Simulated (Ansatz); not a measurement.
# Na3Cd: the cost of one run

Program: Ansatz 0.2.0. Level of theory: DFT PBEsol, scalar-relativistic, plane waves, PAW. These are calculated values, not measurements.

## Step 1: Starting point

The structure is tetragonal, space group I4/mmm (No. 139). Conventional cell: a = 5.169 Å, b = 5.169 Å, c = 8.743 Å, α = 90.00°, β = 90.00°, γ = 90.00°. Around Na (site symmetry -4m2) lie 8 Na at 3.38 to 3.66 Å and 4 Cd at 3.38 Å. Na (site symmetry 4/mmm) is surrounded by 8 Na at 3.38 Å and 4 Cd at 3.66 Å. Cd (site symmetry 4/mmm) has 12 Na at 3.38 to 3.66 Å as nearest neighbours.

Coordinates:

```
Na Cd
1.0
    -2.58450    2.58450    4.37173
     2.58450   -2.58450    4.37173
     2.58450    2.58450   -4.37173
Na Cd
3 1
Direct
  0.75000 0.25000 0.50000
  0.25000 0.75000 0.50000
  0.50000 0.50000 0.00000
  0.00000 0.00000 0.00000
```

The structure comes from the Materials Project (structure only).

(A quick probe on a coarse mesh, which set the mesh and smearing, is not shown.)

## Step 3: The relaxation

The input, input.yaml:

```yaml
crystal:
  lattice:
    - [-2.58449567, 2.58449567, 4.37172629]
    - [2.58449567, -2.58449567, 4.37172629]
    - [2.58449567, 2.58449567, -4.37172629]
  atoms:
    - { symbol: Na, position: [0.75, 0.25, 0.5] }
    - { symbol: Na, position: [0.25, 0.75, 0.5] }
    - { symbol: Na, position: [0.5, 0.5, 0.0] }
    - { symbol: Cd, position: [0.0, 0.0, 0.0] }
basis:
  ecutwfc: 420
kpoints:
  mp_grid: { grid: [12, 12, 12] }
hamiltonian:
  xc: pbesol
scf:
  occupations: { method: gaussian, width: 0.1 }
output:
  forces: true
  stress: true
  eigenvalues: true
relax:
  adjacent_minimum: "off"
  f_tol: 0.005
  max_steps: 80
  cell: { stress_tol: 0.05 }
```

What time and memory should one allow on 1 thread of an Arm CPU, shared host?

About 92 s, with a peak of 0.65 GiB.
